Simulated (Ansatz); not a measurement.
# Ge2H+ (triplet): from Hartree-Fock to the top rungs, cc-pVTZ

One table from this session's results is given with a row withheld; the runs are named, their logs left out.

Program: Ansatz 0.2.0, Gaussian basis. Level of theory: cc-pVTZ, core rule «outside noble gas», up to 28 orbitals frozen. These are calculated values, not measurements.

The runs, in order: UHF; CCSD(T) on ROHF; CCSD(T) on UHF; BCCD(T) on ROHF; CCSDT(Q) on ROHF; CCSDT(Q) on UHF; CASSCF and MRCISD+Q, 8 electrons in 9 orbitals; CASSCF and NEVPT2, 8 electrons in 9 orbitals.

3 further runs of the same task are left out: 3 set aside as unsound or not needed.

## What is computed

The geometry is a PBE0/def2-TZVP stationary point (not a proven minimum) of the parent state, kept for this charge and spin. No spin-orbit coupling is included. The filled d shell of Ge may be among the frozen orbitals whatever the setting's name suggests; the logs give the count.

3 atoms, charge 1, spin multiplicity 3.

Atoms are counted from 1 here; the program's logs count them from 0.

Bond lengths: Ge1–Ge2 2.365 Å, Ge1–H3 1.787 Å, Ge2–H3 1.787 Å. Angles: Ge2–Ge1–H3 48.6°, Ge1–Ge2–H3 48.6°, Ge1–H3–Ge2 82.9°.

Set-up of the first run:

Contents of in.yaml:

```yaml
crystal:
  periodic: [false, false, false]
  atoms:
    - {symbol: Ge, position_ang: [0.000000, -0.446640, 1.182358]}
    - {symbol: Ge, position_ang: [0.000000, -0.446640, -1.182358]}
    - {symbol: H, position_ang: [0.000000, 0.893279, 0.000000]}
basis:
  gaussian: {orbitals: cc-pVTZ}
total_charge: 1
magnetization: {spin_polarized: true, initial_magnetization: 2}
hamiltonian: {xc: hf}
output: {orbitals: {seedname: orbitals}}
```

Started as:

```
> ansatz run in.yaml --threads 1 --pin off --events-out ev --progress --plain --max-ram 4096MiB --backend cpu
```

Among the steps run: UHF; CCSD(T) on ROHF; CCSD(T) on UHF; BCCD(T) on ROHF; CCSDT(Q) on ROHF; CCSDT(Q) on UHF; CASSCF and MRCISD+Q, 8 electrons in 9 orbitals; CASSCF and NEVPT2, 8 electrons in 9 orbitals.

One of the session's tables, all rows but one given; the rest of the session is left out.

```
          method  from UCCSDT(Q) (meV)
            ROHF               +5305.5
             UHF               +5106.1
            RMP2               +1031.5
            UMP2               +1096.2
           RCCSD                +333.1
           UCCSD                +316.2
        RCCSD(T)                 +67.2
        UCCSD(T)                 +60.0
         BCCD(T)                 +67.2
          RCCSDT                 +26.6
          UCCSDT                 +16.6
       RCCSDT(Q)                  +9.9
       UCCSDT(Q)                     0
  CASSCF valence               +3172.3
  NEVPT2 valence                     ?
  MRCISD valence                +211.0
MRCISD+Q valence                 +13.4
```

Q: Estimate the row for NEVPT2 valence from the others.

The run gave: from UCCSDT(Q) (meV): +643.7. In the column «from UCCSDT(Q) (meV)» it lies between RCCSD (+333.1) and RMP2 (+1031.5).

To keep in mind: Restricted and unrestricted rows rest on different reference determinants; where their highest levels disagree by more than a few hundredths of an eV, they describe different states and don't form one ladder.
